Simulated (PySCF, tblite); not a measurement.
# C₇H₁₁ radical: geometry, infrared bands and EPR parameters

Aim: predict the infrared bands and EPR parameters of C₇H₁₁ radical (`[CH2]C/C(C=C)=C\C`).

Programs: tblite 0.8.0 and PySCF 2.14.0, with density-fitted response routines of our own. Each step states its level of theory. These are calculated values for one molecule in the gas phase, unless marked as measured. Atoms are numbered from 0 throughout.

**1. The molecule as given**

18 atoms, charge 0, multiplicity 2; geometry from: force field or distance geometry start.

Bonds of the start (Å): C0–C1 1.50, C1–C2 1.53, C2–C3 1.45, C3–C4 1.33, C2–C5 1.36, C5–C6 1.49, C0–H7 1.09, C0–H8 1.08, C1–H9 1.09, C1–H10 1.09, C3–H11 1.10, C4–H12 1.09, C4–H13 1.09, C5–H14 1.08, C6–H15 1.11, C6–H16 1.09, C6–H17 1.08.

**2. Relaxing the molecule with GFN2-xTB**

The job: settings as JSON, then the geometry in Å.

```
{"job": {"kind": "relax", "xc": "GFN2-xTB", "basis": "xTB"}, "charge": 0, "multiplicity": 2}
C      0.144500     2.046700     0.418200
C     -0.004900     1.014400    -0.653900
C      0.156300    -0.402900    -0.097700
C      1.487900    -0.951500     0.061100
C      2.655500    -0.332200    -0.109500
C     -0.914400    -1.184700     0.201900
C     -2.362000    -0.828700     0.138100
H     -0.191500     1.853700     1.435100
H      0.382000     3.065700     0.144500
H     -0.973500     1.143100    -1.131400
H      0.731800     1.192800    -1.438200
H      1.535400    -2.002200     0.394300
H      2.725700     0.708400    -0.411100
H      3.595600    -0.858200     0.046200
H     -0.733100    -2.188100     0.566500
H     -2.846800    -1.107600     1.097900
H     -2.845700    -1.389400    -0.660000
H     -2.551600     0.227000    -0.013500
```

Run with:

```
$ OMP_NUM_THREADS=1 python probes_run.py task.json out
```

The driver reads the jobs from task.json and runs them one after another.

**Question.** This job is followed by: GFN2-xTB harmonic vibrations, gas phase; UKS B3LYP, pcH-1 on C H, non-relativistic, mean-field spin-orbit, GIAO. What will the session give for the following? strongest single infrared mode (GFN2-xTB); zero-point energy (GFN2-xTB); g(iso) (B3LYP); ⟨S²⟩; largest a(iso) (averaged by class); potential on the surface of density 0.002 e/bohr³, 1st and 99th percentile.

As calculated:

| quantity | value |
| --- | --- |
| strongest single infrared mode (GFN2-xTB) | 3037 cm⁻¹, 68 km/mol |
| zero-point energy (GFN2-xTB) | 95.3 kcal/mol |
| g(iso) (B3LYP) | 2.00257 |
| ⟨S²⟩ | 0.754 (exact 0.75) |
| largest a(iso) (averaged by class) | 13C on C0, 99.8 MHz |
| potential on the surface of density 0.002 e/bohr³, 1st and 99th percentile | -0.76 V and 0.75 V |

The optimisation took 154 steps and gained 0.113 eV; among the close pairs (by a distance rule), C0–C1 changed most, from 1.496 to 1.473 Å. All 48 modes are real, so the xTB geometry is a minimum. The strongest single mode, at 3037 cm⁻¹, moves mainly H11. GFN2-xTB is a fitted tight-binding method: band positions and strengths are rough. Its intensities can rank the bands wrongly. Most of the unpaired spin sits on C0 (1.07 e). The isotropic g lies 0.2 ppt above the free-electron value. These values are for one conformer; the search (at its own cheap level) found 1 more, at 0.57 kcal/mol, and measured spectra average over such forms.
